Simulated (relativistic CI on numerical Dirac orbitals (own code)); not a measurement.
# Ti³⁺: one ion under different settings

How much do the settings matter for Ti³⁺? One ion, several inputs.

The numbers are computed with relativistic CI on numerical Dirac orbitals (own code) version 3 (Dirac-Coulomb-Breit CI, KLI orbitals optimised for each configuration, model QED (radiative potential, 1s self-energy scaled to tabulated hydrogen-like ionisation energies), numerical settings as typed), except any that are marked as measured or tabulated.

## (1) The atom as given

```
ion            : Ti³⁺ (Ti IV)
nuclear charge : 22
electrons      : 19
isotope        : A = 48
```

## (2) The usual input

Settings, as recorded:

```ini
atom Ti  Z=22  charge=3  electrons=19
nucleus A=48  rms_radius_fm=3.5921
hamiltonian dirac-coulomb  breit=on  qed=on  c_scale=1
orbitals kli  potential=per-configuration
slater_scale 1
correlation none
mixing on
grid step=0.0125 r_max=25.7
scf mixing=0.4 start=green max_iterations=150 tolerance=2e-08 node_fill=0.05
configurations
  [Ar] 3d
end
```

Run with:

```console
$ python run_levels.py task.json out
```

task.json lists these runs, among others, and the program works through them in turn.

## (3) Grid step 0.006, potential mixing 0.7

The settings differ from step 2 so:

```diff
@@ -7,4 +7,4 @@
 mixing on
-grid step=0.0125 r_max=25.7
-scf mixing=0.4 start=green max_iterations=150 tolerance=2e-08 node_fill=0.05
+grid step=0.006 r_max=25.7
+scf mixing=0.7 start=green max_iterations=150 tolerance=2e-08 node_fill=0.05
 configurations
```

## (4) Potential mixing 0.2

The settings differ from step 3 so:

```diff
@@ -7,4 +7,4 @@
 mixing on
-grid step=0.006 r_max=25.7
-scf mixing=0.7 start=green max_iterations=150 tolerance=2e-08 node_fill=0.05
+grid step=0.0125 r_max=25.7
+scf mixing=0.2 start=green max_iterations=150 tolerance=2e-08 node_fill=0.05
 configurations
```

## (5) Nuclear radius 3.2329, potential mixing 0.1, Slater scale 0.6

Settings, as recorded:

```ini
atom Ti  Z=22  charge=3  electrons=19
nucleus A=48  rms_radius_fm=3.2329
hamiltonian dirac-coulomb  breit=on  qed=on  c_scale=1
orbitals kli  potential=per-configuration
slater_scale 0.6
correlation none
mixing on
grid step=0.0125 r_max=25.7
scf mixing=0.1 start=green max_iterations=150 tolerance=2e-08 node_fill=0.05
configurations
  [Ar] 3d
end
```

## (6) Grid step 0.08

Settings, as recorded:

```ini
atom Ti  Z=22  charge=3  electrons=19
nucleus A=48  rms_radius_fm=3.5921
hamiltonian dirac-coulomb  breit=on  qed=on  c_scale=1
orbitals kli  potential=per-configuration
slater_scale 1
correlation none
mixing on
grid step=0.08 r_max=25.7
scf mixing=0.4 start=green max_iterations=64 tolerance=2e-08 node_fill=0.05
configurations
  [Ar] 3d
end
```

## (7) Tolerance 0.3

The settings differ from step 6 so:

```diff
@@ -7,4 +7,4 @@
 mixing on
-grid step=0.08 r_max=25.7
-scf mixing=0.4 start=green max_iterations=64 tolerance=2e-08 node_fill=0.05
+grid step=0.0125 r_max=25.7
+scf mixing=0.4 start=green max_iterations=75 tolerance=0.3 node_fill=0.05
 configurations
```

(Steps that only read results are left out.)

Q: Predict the outcome of this session. Wanted: lowest level, usual settings; total energy; first excitation.

The runs gave:

| setting | total energy less usual (Ha) | largest shift of a level among the lowest eight of both runs, same label and place (cm⁻¹) | SCF iterations | time | lowest level | kind of change |
| --- | --- | --- | --- | --- | --- | --- |
| usual | 0 | 0 | 10 | 0.048 s | 3d 2D3/2 | - |
| grid step 0.006, potential mixing 0.7 | -4.12e-05 | 0 | 9 | 0.098 s | 3d 2D3/2 | numerical |
| potential mixing 0.2 | 0 | 0 | 12 | 0.051 s | 3d 2D3/2 | numerical |
| nuclear radius 3.2329, potential mixing 0.1, Slater scale 0.6 | -0.000298 | 0 | 13 | 0.053 s | 3d 2D3/2 | unphysical constant |
| grid step 0.08 | 0.000363 | 0.0316 | 10 | 0.016 s | 3d 2D3/2 | unsound |
| tolerance 0.3 | 0.0149 | 19.5 | 3 | 0.039 s | 3d 2D3/2 | unsound |

| quantity | value |
| --- | --- |
| lowest level, usual settings | 3d 2D3/2 |
| total energy | -850.7533 Ha |
| first excitation | 347.8 cm⁻¹ |

In words: Among the runs whose levels can be followed, they move most under «tolerance 0.3» (unsound), by up to 19.5 cm⁻¹. No visible change in the result comes from «potential mixing 0.2». Only the listed configurations are in the model. In a near-neutral ion this small CI can misplace whole configurations by 10,000 cm⁻¹ or more.
